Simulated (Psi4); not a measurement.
# One shape, several levels: triplet InNH3Cl

Aim: a comparison of 3 runs (UBLYP/def2-SVPD, UPBE/def2-SVPD, UTPSS/def2-SVPD) of triplet InNH3Cl. 

The results are computed with Psi4 1.11.

2 further runs of the same task are left out: 2 set aside as unsound or not needed.

### Step 1. The molecule

InNH3Cl: 6 atoms, total charge 0, spin state triplet. As SMILES of the parent species, `[NH2][InH][Cl]`. Geometry: relaxed at PBE0-D4/def2-TZVP. That shape belongs to the parent species and isn't relaxed for this state.

Bond lengths: N1–In2 1.995 Å, In2–Cl3 2.339 Å, N1–H4 1.007 Å, N1–H5 1.008 Å, In2–H6 1.693 Å. Angles: N1–In2–Cl3 109.2°, N1–In2–H6 131.5°, Cl3–In2–H6 119.1°, In2–N1–H4 121.6°, In2–N1–H5 118.5°, H4–N1–H5 111.0°.

### Step 2. A single-point energy at UBLYP/def2-SVPD (core potential) (run 1)

input.json reads:

```json
{
  "schema_name": "qcschema_input",
  "schema_version": 1,
  "molecule": {
    "schema_name": "qcschema_molecule",
    "schema_version": 2,
    "symbols": ["N", "In", "Cl", "H", "H", "H"],
    "geometry": [-1.92903243, 0.35545748, -0.95261094, 1.49685206, 0.2808133, 0.6196412, 1.87234064, -3.34670497, 3.11653632, -2.30433204, 1.43883747, -2.47213972, -2.94457125, -1.25572301, -0.99550772, 3.8881115, 2.40637725, 0.59677551],
    "molecular_charge": 0,
    "molecular_multiplicity": 3,
    "fix_symmetry": "c1"
  },
  "driver": "energy",
  "model": {
    "method": "blyp",
    "basis": "def2-SVPD"
  },
  "keywords": {
    "reference": "uks",
    "puream": true,
    "e_convergence": 1e-09,
    "d_convergence": 1e-08,
    "scf_type": "pk",
    "dft_radial_points": 99,
    "dft_spherical_points": 590,
    "maxiter": 100,
    "scf_properties": ["QUADRUPOLE", "DIPOLE", "MULLIKEN_CHARGES"]
  }
}
```

Command:

```bash
psi4 --qcschema input.json -n 1 --memory 2200MB
```

stdout:

```text
[...]
    !!!  WARNING: ECP capability is in beta. Please check occupations closely.  !!!
[...]
  Running in c1 symmetry.
[...]
  Nuclear repulsion =  168.696243483527411
[...]
  Multiplicity = 3
[...]
  Nalpha       = 25
  Nbeta        = 23
[...]
    Number of basis functions: 103
[...]
   @UKS iter   1:  -705.68542147385278    3.68411e-03   1.16958e-02 ADIIS/DIIS
[...]
   @UKS iter  22:  -706.52258437684395   -1.36424e-12   1.67125e-09 DIIS
[...]
   @S^2 Observed:                2.005008368E+00
[...]
    Orbital Energies [Eh]
    ---------------------
    Alpha Occupied:
       1A   -100.706017     2A    -14.099138     3A     -9.170195
       4A     -7.004463     5A     -7.003472     6A     -6.999026
       7A     -4.494250     8A     -2.935598     9A     -2.933432
      10A     -2.931147    11A     -0.837752    12A     -0.745880
      13A     -0.703272    14A     -0.698214    15A     -0.697710
      16A     -0.695280    17A     -0.680416    18A     -0.501143
      19A     -0.435773    20A     -0.343990    21A     -0.327867
      22A     -0.301555    23A     -0.286435    24A     -0.275445
      25A     -0.087347
    Alpha Virtual:
[...]
  @UKS Final Energy:  -706.52258437684395
   => Energetics <=
    Nuclear Repulsion Energy =            168.6962434835274109
    One-Electron Energy =               -1381.7096737754675360
    Two-Electron Energy =                 559.3724869874292835
    DFT Exchange-Correlation Energy =     -52.8816410723332382
    Empirical Dispersion Energy =           0.0000000000000000
    VV10 Nonlocal Energy =                  0.0000000000000000
    Total Energy =                       -706.5225843768439518
[...]
 Multipole Moments:
 ------------------------------------------------------------------------------------
     Multipole            Electronic (a.u.)      Nuclear  (a.u.)        Total (a.u.)
 ------------------------------------------------------------------------------------
 L = 1.  Multiply by 2.5417464519 to convert [e a0] to [Debye]
 Dipole X            :         10.6424965          -11.7325688           -1.0900723
 Dipole Y            :         24.4825288          -23.7233162            0.7592127
 Dipole Z            :         -9.7747187            9.3032014           -0.4715173
 Magnitude           :                                                    1.4096063
 L = 2.  Multiply by 1.3450342976 to convert [e a0^2] to [Debye ang]
 Quadrupole XX       :       -147.8015976          115.8592347          -31.9423629
 Quadrupole XY       :         39.8733533          -40.6592114           -0.7858581
[...]
  Mulliken Charges: (a.u.)
   Center  Symbol    Alpha    Beta     Spin     Total
       1     N     3.61220  2.82369  0.78851  0.56411
       2    IN    10.91377 10.12389  0.78988 -0.03766
       3    CL     8.79855  8.58716  0.21140 -0.38571
       4     H     0.55299  0.56615 -0.01315 -0.11914
       5     H     0.52313  0.56326 -0.04013 -0.08638
       6     H     0.59936  0.33586  0.26349  0.06478
   Total alpha = 25.00000, Total beta = 23.00000, Total charge = -0.00000
[...]
```

The result, in JSON:

```text
{
 "driver": "energy",
 "model": {
  "method": "blyp",
  "basis": "def2-SVPD"
 },
 "success": true,
 "return_result": -706.522584376844,
 "properties": {
  "calcinfo_nbasis": 103,
  "calcinfo_nmo": 103,
  "calcinfo_nalpha": 25,
  "calcinfo_nbeta": 23,
  "calcinfo_natom": 6,
  "nuclear_repulsion_energy": 168.6962434835274,
  "return_energy": -706.522584376844,
  "scf_one_electron_energy": -1381.7096737754675,
  "scf_two_electron_energy": 559.3724869874293,
  "scf_xc_energy": -52.88164107233324,
  "scf_dipole_moment": [-1.0900722711590412, 0.7592126794806333, -0.47151726470032074],
  "scf_total_energy": -706.522584376844,
  "scf_iterations": 22
 }
}
```

It took 26 s on 1 thread of Intel Xeon 6975P-C (Granite Rapids), shared host; peak memory 0.86 GiB.

### Step 3. A single-point energy at UPBE/def2-SVPD (core potential) (run 2)

job.py reads:

```python
import psi4

psi4.set_memory('2200 MB')
psi4.set_num_threads(1)
psi4.core.set_output_file('psi4.out', False)

geom = psi4.geometry("""
0 3
N     -1.020800     0.188100    -0.504100
In     0.792100     0.148600     0.327900
Cl     0.990800    -1.771000     1.649200
H     -1.219400     0.761400    -1.308200
H     -1.558200    -0.664500    -0.526800
H      2.057500     1.273400     0.315800
units angstrom
symmetry c1
""")

options = {'basis': 'def2-SVPD', 'reference': 'uks', 'puream': True, 'e_convergence': 1e-09, 'd_convergence': 1e-08, 'scf_type': 'pk', 'dft_radial_points': 99, 'dft_spherical_points': 590, 'maxiter': 100}
psi4.set_options(options)

E = psi4.energy("pbe")
print(f'total energy {E:.8f} hartree = {E * 27.211386:.5f} eV')
for k, v in sorted(psi4.core.scalar_variables().items()):
    print(f'{k:45s} {v:18.10f}')
```

Command:

```bash
python job.py
```

psi4.out:

```text
[...]
    !!!  WARNING: ECP capability is in beta. Please check occupations closely.  !!!
[...]
  Running in c1 symmetry.
[...]
  Nuclear repulsion =  168.696243349093265
[...]
  Multiplicity = 3
[...]
  Nalpha       = 25
  Nbeta        = 23
[...]
    Number of basis functions: 103
[...]
   @UKS iter   1:  -705.54264348584729   -6.58986e-02   1.13331e-02 ADIIS/DIIS
[...]
   @UKS iter  21:  -706.33500550931808   -1.13687e-12   6.61364e-09 DIIS
[...]
   @S^2 Observed:                2.004330010E+00
[...]
    Orbital Energies [Eh]
    ---------------------
    Alpha Occupied:
       1A   -100.641120     2A    -14.082638     3A     -9.173956
       4A     -7.000070     5A     -6.999321     6A     -6.994651
       7A     -4.493872     8A     -2.936581     9A     -2.935036
      10A     -2.932557    11A     -0.850315    12A     -0.751629
      13A     -0.707612    14A     -0.703039    15A     -0.701889
      16A     -0.699065    17A     -0.684896    18A     -0.510319
      19A     -0.443985    20A     -0.350815    21A     -0.339023
      22A     -0.306967    23A     -0.291919    24A     -0.280725
      25A     -0.090287
    Alpha Virtual:
[...]
  @UKS Final Energy:  -706.33500550931808
   => Energetics <=
    Nuclear Repulsion Energy =            168.6962433490932654
    One-Electron Energy =               -1381.7132629676843862
    Two-Electron Energy =                 559.3614984356972855
    DFT Exchange-Correlation Energy =     -52.6794843264242232
    Empirical Dispersion Energy =           0.0000000000000000
    VV10 Nonlocal Energy =                  0.0000000000000000
    Total Energy =                       -706.3350055093180799
[...]
 Multipole Moments:
 ------------------------------------------------------------------------------------
     Multipole            Electronic (a.u.)      Nuclear  (a.u.)        Total (a.u.)
 ------------------------------------------------------------------------------------
 L = 1.  Multiply by 2.5417464519 to convert [e a0] to [Debye]
 Dipole X            :         10.4577065          -11.7325688           -1.2748623
 Dipole Y            :         24.5648921          -23.7233162            0.8415759
 Dipole Z            :         -9.6799734            9.3032015           -0.3767719
 Magnitude           :                                                    1.5733661
[...]
```

The script printed:

```text
total energy -706.33500551 hartree = -19220.35448 eV
CURRENT ENERGY                                   -706.3350055093
CURRENT REFERENCE ENERGY                         -706.3350055093
DD SOLVATION ENERGY                                 0.0000000000
DFT FUNCTIONAL TOTAL ENERGY                      -706.3350055093
DFT TOTAL ENERGY                                 -706.3350055093
DFT VV10 ENERGY                                     0.0000000000
DFT XC ENERGY                                     -52.6794843264
GRID ELECTRONS ALPHA                               25.0000010369
GRID ELECTRONS BETA                                23.0000004836
GRID ELECTRONS TOTAL                               48.0000015205
NUCLEAR REPULSION ENERGY                          168.6962433491
ONE-ELECTRON ENERGY                             -1381.7132629677
PCM POLARIZATION ENERGY                             0.0000000000
PE ENERGY                                           0.0000000000
SCF ITERATION ENERGY                             -706.3350055093
SCF ITERATIONS                                     21.0000000000
SCF TOTAL ENERGY                                 -706.3350055093
TWO-ELECTRON ENERGY                               559.3614984357
XC GRID RADIAL POINTS                              99.0000000000
XC GRID SPHERICAL POINTS                          590.0000000000
XC GRID TOTAL POINTS                           336767.0000000000
```

It took 28 s on 1 thread of Intel Xeon 6975P-C (Granite Rapids), shared host; peak memory 0.86 GiB.

### Step 4. Energy and gradient at UTPSS/def2-SVPD (core potential) (run 3)

clh3inn.py reads:

```python
import psi4

psi4.set_memory(2200000000)
psi4.set_num_threads(1)
psi4.set_output_file('output.dat', False)

m = psi4.geometry("""
0 3
N     -1.020800     0.188100    -0.504100
In     0.792100     0.148600     0.327900
Cl     0.990800    -1.771000     1.649200
H     -1.219400     0.761400    -1.308200
H     -1.558200    -0.664500    -0.526800
H      2.057500     1.273400     0.315800
symmetry c1
""")

psi4.set_options({
    'basis': 'def2-SVPD',
    'reference': 'uks',
    'puream': True,
    'e_convergence': 1e-09,
    'd_convergence': 1e-08,
    'scf_type': 'pk',
    'dft_radial_points': 99,
    'dft_spherical_points': 590,
    'maxiter': 100,
})

e_tot, wfn = psi4.gradient("tpss", molecule=m, return_wfn=True)
psi4.oeprop(wfn, "MAYER_INDICES", "DIPOLE", "QUADRUPOLE", title="TPSS")
print('gradient / Eh bohr^-1')
print(e_tot.np.round(6))
print(f'energy = {wfn.energy():.10f} Eh')
for k, v in sorted(psi4.core.scalar_variables().items()):
    print(f'{k:45s} {v:18.10f}')
```

Command:

```bash
python clh3inn.py
```

output.dat, shortened:

```text
[...]
  Running in c1 symmetry.
[...]
  Nuclear repulsion =  168.696243349093265
[...]
  Multiplicity = 3
[...]
  Nalpha       = 25
  Nbeta        = 23
[...]
    Number of basis functions: 103
[...]
   @UKS iter   1:  -705.79415144550114   -1.33603e-01   1.10251e-02 ADIIS/DIIS
[...]
   @UKS iter  20:  -706.54607485004533   -1.81899e-12   2.71400e-09 DIIS
[...]
   @S^2 Observed:                2.006124462E+00
[...]
  @UKS Final Energy:  -706.54607485004533
   => Energetics <=
    Nuclear Repulsion Energy =            168.6962433490932654
    One-Electron Energy =               -1381.7741993234847087
    Two-Electron Energy =                 559.4413463358033596
    DFT Exchange-Correlation Energy =     -52.9094652114572170
    Empirical Dispersion Energy =           0.0000000000000000
    VV10 Nonlocal Energy =                  0.0000000000000000
    Total Energy =                       -706.5460748500453292
[...]
  -Total Gradient:
     Atom            X                  Y                   Z
    ------   -----------------  -----------------  -----------------
       1        0.060729916037    -0.011253736589     0.005855474834
       2       -0.077391959711     0.008763209293     0.014773339254
       3        0.002161982364     0.023441991047    -0.027843876863
       4        0.008822761712    -0.013426787663     0.018149830545
       5        0.014359192332     0.016683795727     0.002172876586
       6       -0.008696141520    -0.024223961824    -0.013077173513
[...]
 Multipole Moments:
 ------------------------------------------------------------------------------------
     Multipole            Electronic (a.u.)      Nuclear  (a.u.)        Total (a.u.)
 ------------------------------------------------------------------------------------
 L = 1.  Multiply by 2.5417464519 to convert [e a0] to [Debye]
 Dipole X            :         10.1655849          -11.7325688           -1.5669839
 Dipole Y            :         24.6592239          -23.7233162            0.9359078
 Dipole Z            :         -9.7493712            9.3032015           -0.4461697
 Magnitude           :                                                    1.8789437
 L = 2.  Multiply by 1.3450342976 to convert [e a0^2] to [Debye ang]
 Quadrupole XX       :       -145.9207883          115.8592349          -30.0615535
 Quadrupole XY       :         39.5486692          -40.6592115           -1.1105423
[...]
```

The script printed:

```text
gradient / Eh bohr^-1
[[ 0.06073  -0.011254  0.005855]
 [-0.077392  0.008763  0.014773]
 [ 0.002162  0.023442 -0.027844]
 [ 0.008823 -0.013427  0.01815 ]
 [ 0.014359  0.016684  0.002173]
 [-0.008696 -0.024224 -0.013077]]
energy = -706.5460748500 Eh
CURRENT ENERGY                                   -706.5460748500
CURRENT REFERENCE ENERGY                         -706.5460748500
DD SOLVATION ENERGY                                 0.0000000000
DFT FUNCTIONAL TOTAL ENERGY                      -706.5460748500
DFT TOTAL ENERGY                                 -706.5460748500
DFT VV10 ENERGY                                     0.0000000000
DFT XC ENERGY                                     -52.9094652115
GRID ELECTRONS ALPHA                               25.0000009736
GRID ELECTRONS BETA                                23.0000004639
GRID ELECTRONS TOTAL                               48.0000014375
NUCLEAR REPULSION ENERGY                          168.6962433491
ONE-ELECTRON ENERGY                             -1381.7741993235
PCM POLARIZATION ENERGY                             0.0000000000
PE ENERGY                                           0.0000000000
SCF ITERATION ENERGY                             -706.5460748500
SCF ITERATIONS                                     20.0000000000
SCF TOTAL ENERGY                                 -706.5460748500
TWO-ELECTRON ENERGY                               559.4413463358
XC GRID RADIAL POINTS                              99.0000000000
XC GRID SPHERICAL POINTS                          590.0000000000
XC GRID TOTAL POINTS                           336767.0000000000
```

Wall time 67 s (1 thread of Intel Xeon 6975P-C (Granite Rapids), shared host); peak memory 1.1 GiB.

### Step 5. The series

| run | level | task | energy (Eh) | dipole moment (D) | HOMO energy (eV) | ⟨S²⟩ | wall time |
| --- | --- | --- | --- | --- | --- | --- | --- |
| 1 | UBLYP/def2-SVPD (core potential) | energy | -706.522584 | 3.58 | -2.38 | 2.005 | 26 s |
| 2 | UPBE/def2-SVPD (core potential) | energy | -706.335006 | 4.00 | -2.46 | 2.004 | 28 s |
| 3 | UTPSS/def2-SVPD (core potential) | gradient | -706.546075 | 4.78 | -2.45 | 2.006 | 67 s |

### Step 6. Summary of results

```
                                 quantity          value
                      run 3: total energy  -706.54607 Eh
                     run 3: dipole moment         4.78 D
run 3: HOMO energy (highest over α and β)       -2.45 eV
                              run 3: ⟨S²⟩          2.006
          run 3: largest force on an atom     4.076 eV/Å
```

In words: The dipole moment (its size) runs from 3.58 D (UBLYP/def2-SVPD) to 4.78 D (UTPSS/def2-SVPD). Totals of different functionals can't be ranked against each other. All runs together took 2 min, the longest 67 s.
